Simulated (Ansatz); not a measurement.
# TaAs (I4_1md): equation of state

The task here is to estimate one member of a computed series from the others.

Computed with Ansatz 0.2.0 (DFT LDA, scalar-relativistic, plane waves, PAW, unless a step's input says otherwise).

## The starting structure

The structure is tetragonal, space group I4_1md (No. 109). The conventional cell has a = 3.405 Å, b = 3.405 Å, c = 11.511 Å, α = 90.00°, β = 90.00°, γ = 90.00°. Ta (site symmetry 2mm) is surrounded by 6 As at 2.58 to 2.59 Å. As (site symmetry 2mm) has 6 Ta at 2.58 to 2.59 Å as nearest neighbours.

Structure file:

```cif
data_structure
_symmetry_space_group_name_H-M 'P 1'
_symmetry_Int_Tables_number 1
_cell_length_a 6.2387
_cell_length_b 6.2387
_cell_length_c 6.2387
_cell_angle_alpha 148.327
_cell_angle_beta 148.327
_cell_angle_gamma 45.402
_cell_volume 66.73
loop_
_atom_site_label
_atom_site_type_symbol
_atom_site_fract_x
_atom_site_fract_y
_atom_site_fract_z
_atom_site_occupancy
Ta1 Ta 0.50030 0.00030 0.50000 1
Ta2 Ta 0.75030 0.75030 0.00000 1
As1 As 0.08230 0.58230 0.50000 1
As2 As 0.33230 0.33230 0.00000 1
```

This cell comes from an earlier session at LDA: 16.682 Å³/atom at -0.01 GPa, on a 16×16×16 mesh.

Volume factors to run: 0.980, 1.020, 0.960, 1.040.

Set-up of the first run:

File input.yaml:

```yaml
crystal:
  lattice:
    - [-1.6910652842, 1.6910652842, 5.7168005838]
    - [1.6910652842, -1.6910652842, 5.7168005838]
    - [1.6910652842, 1.6910652842, -5.7168005838]
  atoms:
    - { symbol: Ta, position: [0.5002991926, 1.0002991926, 0.5] }
    - { symbol: Ta, position: [0.7502991926, 0.7502991926, 0.0] }
    - { symbol: As, position: [0.0823002274, 0.5823002274, 0.5] }
    - { symbol: As, position: [0.3323002274, 0.3323002274, 0.0] }
basis:
  ecutwfc: 420
  ecutrho_ratio: 4
kpoints:
  mp_grid: { grid: [16, 16, 16] }
hamiltonian:
  xc: lda
scf:
  occupations: { method: gaussian, width: 0.05 }
output:
  forces: true
  stress: true
  eigenvalues: true
relax:
  f_tol: 0.01
  max_steps: 40
  cell: { stress_tol: 0.1, fix: [volume] }
```

Command:

```
> ansatz run input.yaml --threads 2 --pin off --max-ram 5120MiB --backend cpu --events-out ev --progress --plain --runs-dir out
```

Steps of the session up to this table: Volume × 0.980; Volume × 1.020; Volume × 0.960; Scaling the volume by 1.040.

One table of the session follows, with a row left open; its other results are not shown here.

It belongs to the step «Energy and pressure against volume». 

| volume (Å³/atom) | energy (meV/atom) | pressure (GPa) |
| --- | --- | --- |
| 16.015 | 17.66 | 8.80 |
| 16.348 | ? | ? |
| 16.682 | 0.00 | -0.01 |
| 17.016 | 4.00 | -3.76 |
| 17.349 | 15.40 | -7.13 |

Estimate the missing values for volume (Å³/atom) = 16.348.

Worked estimate for «energy (meV/atom)». A straight line through the neighbours (16.015, 17.66) and (16.682, 0.00) gives 17.66 + (0.00 − 17.66) × (16.348 − 16.015) / (16.682 − 16.015) = 8.84; a parabola fitted to 3 rows on both sides gives 4.57.

The run gave: energy (meV/atom): 4.25; pressure (GPa): 4.16. In «energy (meV/atom)» the line misses by +4.59 and the parabola by +0.32.
